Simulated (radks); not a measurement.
# The first electron to leave P

One table from this session's results is given with a row withheld; the runs are named, their logs left out.

Method: scalar-relativistic Kohn-Sham, LDA (Slater exchange, Perdew-Wang correlation), spin-polarised, spherical densities, finite nucleus; open shells are filled with parallel spins first. Code: radks (a radial shooting solver on a logarithmic mesh, Libxc functionals) version 1.

1 further run of the same task is left out (set aside as unsound or not needed).

**The system**

- element: phosphorus (Z = 15)
- charge: 0
- electrons: 15
- configuration: [Ne] 3s2 3p3
- nuclear rms radius: 3.1889 fm

The outer shells:

P
```
[Ne] core
3s [↑↓]
3p [↑ ][↑ ][↑ ]
```

The first run:

Settings of this run:

```text
Z 15
configuration [Ne] 3s2 3p3
relativity scalar-relativistic
functional lda,pw
spin polarised
nucleus finite rms 3.1889 fm
c 137.035999084
```

Among the steps run: The parent, P.

One of the session's tables, all rows but one given; the rest of the session is left out.

It belongs to the step «The parent, P». Sizes of the orbitals, from the radial functions (bohr):

```
  level     <r>  outermost maximum (interpolated)  90 % within  nodes
  2s up       ?                                 ?            ?      ?
2s down  0.5218                             0.420        0.820      1
  2p up  0.4867                             0.353        0.815      0
2p down  0.4860                             0.354        0.813      0
  3s up   1.887                              1.57         2.87      2
3s down   1.915                              1.56         2.95      2
  3p up   2.327                              1.82         3.68      1
3p down   2.497                              1.85         4.05      1
```

Estimate the missing values for 2s up.

**Answer.** <r>: 0.5223; outermost maximum (interpolated): 0.420; 90 % within: 0.822; nodes: 1. In the column «<r>» it lies between 2s down (0.5218) and 3s up (1.887).

Caveats from the session: Open shells are spherical and high-spin; term and fine-structure splittings are not resolved.
